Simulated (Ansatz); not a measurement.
# H3C2N: the cost of one run

Program: Ansatz 0.2.0. Level of theory: DFT PBE+D3(BJ), plane waves, PAW, scalar-relativistic, no spin polarisation. These are calculated values, not measurements.

**1. The system as given**

The cell holds 36 atoms (C12H18N6): a = 8.052 Å, b = 8.052 Å, c = 8.052 Å, α = 90.00°, β = 90.00°, γ = 90.00°.

The coordinates stand in the first input below.

**2. Preparing the start**

Input file input.yaml:

```yaml
accuracy: low
crystal:
  lattice:
    - [8.051748, 0.0, 0.0]
    - [0.0, 8.051748, 0.0]
    - [0.0, 0.0, 8.051748]
  atoms:
    - { symbol: C, position: [0.4051239, 0.251932, 0.3754557] }
    - { symbol: C, position: [0.4332553, 0.3413048, 0.530816] }
    - { symbol: "N", position: [0.4559471, 0.4133959, 0.6561348] }
    - { symbol: H, position: [0.3898305, 0.3397109, 0.2732773] }
    - { symbol: H, position: [0.5106129, 0.1712087, 0.3483397] }
    - { symbol: H, position: [0.293238, 0.1759674, 0.3849629] }
    - { symbol: C, position: [0.2412537, 0.7419737, 0.4063266] }
    - { symbol: C, position: [0.3276913, 0.6996266, 0.2525377] }
    - { symbol: "N", position: [0.3974146, 0.6654681, 0.1284866] }
    - { symbol: H, position: [0.3307313, 0.7768011, 0.5020359] }
    - { symbol: H, position: [0.1569721, 0.8460605, 0.3853028] }
    - { symbol: H, position: [0.1694121, 0.6357103, 0.4502165] }
    - { symbol: C, position: [0.8523404, 0.603592, 0.4306145] }
    - { symbol: C, position: [0.8027605, 0.6516427, 0.2628388] }
    - { symbol: "N", position: [0.7627677, 0.6904019, 0.1275054] }
    - { symbol: H, position: [0.8832158, 0.7136914, 0.503445] }
    - { symbol: H, position: [0.7511372, 0.5375087, 0.4920176] }
    - { symbol: H, position: [0.9608958, 0.5225277, 0.4257406] }
    - { symbol: C, position: [0.8640996, 0.1217492, 0.8974878] }
    - { symbol: C, position: [0.7224347, 0.011393, 0.871636] }
    - { symbol: "N", position: [0.6081632, -0.0776239, 0.850783] }
    - { symbol: H, position: [0.979817, 0.0514395, 0.8907439] }
    - { symbol: H, position: [0.8659784, 0.2182879, 0.8023238] }
    - { symbol: H, position: [0.8557308, 0.1806077, 1.0193283] }
    - { symbol: C, position: [0.7981966, 0.0806053, 0.2524133] }
    - { symbol: C, position: [0.7569085, 0.0220344, 0.419088] }
    - { symbol: "N", position: [0.7236041, -0.0252109, 0.5535333] }
    - { symbol: H, position: [0.8307371, 0.2121654, 0.25595] }
    - { symbol: H, position: [0.9035024, 0.0108187, 0.2032202] }
    - { symbol: H, position: [0.6921845, 0.0639917, 0.1695587] }
    - { symbol: C, position: [0.2413979, 0.3161343, 0.8654573] }
    - { symbol: C, position: [0.2432533, 0.1737008, 0.7530964] }
    - { symbol: "N", position: [0.2447499, 0.0588092, 0.6624625] }
    - { symbol: H, position: [0.364096, 0.3338376, 0.9203319] }
    - { symbol: H, position: [0.2071474, 0.4284873, 0.7977582] }
    - { symbol: H, position: [0.1515197, 0.2958983, 0.9649152] }
basis:
  ecutwfc: 420.0
kpoints:
  mp_grid: { grid: [1, 1, 1] }
hamiltonian:
  xc: pbe
  dispersion: d3bj
scf:
  occupations: { method: fermi_dirac, width: 0.05 }
  lower_state_search: "off"
relax:
  f_tol: 0.3
  max_steps: 15
  adjacent_minimum: "off"
```

The run is started by

```
ansatz run input.yaml --threads 1 --pin off --max-ram 3072MiB --backend cpu --events-out ev --progress --plain --runs-dir out
```

Q: Estimate wall time and peak memory on 1 thread of Intel Xeon Platinum 8259CL at 2.50GHz (Skylake/Cascade Lake), shared host.

About 45 s, with a peak of 0.54 GiB.
